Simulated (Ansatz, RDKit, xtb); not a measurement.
# SnSi2H7: a search for the lowest isomer

Only the formula SnSi2H7 is given (odd number of electrons). Aim: find the structure of lowest free energy at 298.15 K, then its properties.

Plan: many cheap relaxations first (GFN2-xTB), then density-functional screening, relaxation at r2SCAN-D4/def2-SVP, vibrations and a final energy. The numbers are computed, not measured.

5 further runs of the same task are left out: 1 that didn't finish, 4 set aside as unsound or not needed.

### Step 1. Possible bonding patterns

A program enumerates the bonding patterns with one Lewis structure each (two rings at most, one unusual centre or charged pair), with their diastereomers. O–O, O–halogen and N–halogen bonds and N–N–N chains are not drawn. That gives 5 candidates.

| label | SMILES | spin |
| --- | --- | --- |
| c242 | [SiH2][SiH2][SnH3] | doublet |
| c368 | [SiH3][SnH][SiH3] | doublet |
| c726 | [SiH3][SiH2][SnH2] | doublet |
| c916 | [SiH3][SiH][SnH3] | doublet |
| c977 | [SiH2][SnH2][SiH3] | doublet |

Candidates are built by distance geometry, with a force field where one applies, in up to four conformers (letters a to d). 16 starts with atoms placed at random are added, to find patterns that the rules miss.

**Question.** With final energies at CCSD(T)/def2-SVP + MP2/def2-TZVPP - MP2/def2-SVP, which structure will this search put lowest in free energy, and by what margin?

| quantity | value |
| --- | --- |
| lowest structure found | [SiH3][SnH][SiH3], doublet, Cs |
| next finalist | [SiH3][SiH2][SnH2], doublet, 6.7 kcal/mol higher in G |
| share at equilibrium, among the finalists | 100.0 % |
| harmonic wavenumbers, lowest and highest (r2SCAN-D4/def2-SVP) | 59 and 2225 cm⁻¹ |
| rotational constants, same geometry | 0.1687, 0.05413, 0.04258 cm⁻¹ |
| dipole moment (PBE0/def2-TZVPD) | 0.21 D |
| HOMO energy (highest over α and β) (PBE0/def2-TZVPD) | -5.90 eV |
| LUMO energy (lowest over α and β) (PBE0/def2-TZVPD) | -3.14 eV |
| vertical ionisation energy (to the singlet cation) | 7.67 eV |
| vertical electron affinity | 1.60 eV |
| vertical quartet less doublet | +5.08 eV |

`[SiH3][SnH][SiH3]` comes out lowest. The margin of 6.7 kcal/mol over the next finalist is beyond the usual error of the last level; it says nothing of structures that weren't ranked. GFN2-xTB, HF/STO-3G, r2SCAN-D4/def2-SVP, r2SCAN-D4/def2-SVP, relaxed, HF/def2-SVP and MP2/def2-SVP already put its bonding pattern lowest among the structures in one piece. Spin-orbit coupling, which matters for elements this heavy, is left out. The search is not exhaustive (a finite list of starts, one conformer a finalist), so a lower isomer can't be ruled out. Patterns outside the rules of the enumeration were met only by chance.
